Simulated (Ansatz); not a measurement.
# GeI2F2: how energies converge with the basis set

Aim: see how fast density functionals converge with the basis set for GeI2F2.

Computed with Ansatz 0.2.0, Gaussian basis. Level: one geometry, several basis sets.

The runs, in order: PBE0-D4/def2-SVP; ωB97M-V/def2-SVP; PBE0-D4/def2-QZVPP; ωB97M-V/def2-QZVPP; the functionals' def2-TZVPP values are taken from earlier runs.

**1. Structure used throughout**

An earlier PBE0-D4 in a triple-zeta def2 set relaxation fixed the geometry. I takes the def2 core potential; no spin-orbit term is included.

SMILES `[F][Ge]([F])([I])[I]`, 5 atoms, charge 0, spin multiplicity 1.

Atoms are counted from 1 here; the program's logs count them from 0.

Bond lengths: F1–Ge2 1.716 Å, Ge2–F3 1.716 Å, Ge2–I4 2.466 Å, Ge2–I5 2.466 Å. Angles: F1–Ge2–F3 104.3°, F1–Ge2–I4 109.0°, F1–Ge2–I5 109.0°, F3–Ge2–I4 109.0°, F3–Ge2–I5 109.0°, I4–Ge2–I5 116.0°.

**2. PBE0-D4 in def2-SVP**

in.yaml reads:

```yaml
crystal:
  periodic: [false, false, false]
  atoms:
    - {symbol: F, position_ang: [0.144188, -0.113430, 1.764351]}
    - {symbol: Ge, position_ang: [0.072331, -0.069488, 0.050025]}
    - {symbol: F, position_ang: [1.295611, -1.163102, -0.453566]}
    - {symbol: I, position_ang: [-2.121036, -0.926807, -0.682823]}
    - {symbol: I, position_ang: [0.658706, 2.199227, -0.719389]}
basis:
  gaussian: {orbitals: def2-SVP}
hamiltonian: {xc: pbe0, dispersion: d4}
output: {orbitals: {seedname: orbitals}}
```

Run with:

```console
$ ansatz run in.yaml --threads 4 --pin off --events-out ev --progress --plain --max-ram 10444MiB
```

Further steps of the session: ωB97M-V in def2-SVP; PBE0-D4 in def2-QZVPP; ωB97M-V in def2-QZVPP.

Before running them: what should the planned runs give, taken together? Wanted: PBE0-D4: double and triple zeta above quadruple; ωB97M-V: double and triple zeta above quadruple.

As calculated:

```
                                       quantity           value
PBE0-D4: double and triple zeta above quadruple  16.24, 1.60 eV
ωB97M-V: double and triple zeta above quadruple  16.31, 1.55 eV
```

In words: For PBE0-D4 the step from double to triple zeta gains 14.63 eV and the next only 1.60 eV. These are total energies; as a rule much of such shifts cancels in differences, which this series doesn't test.
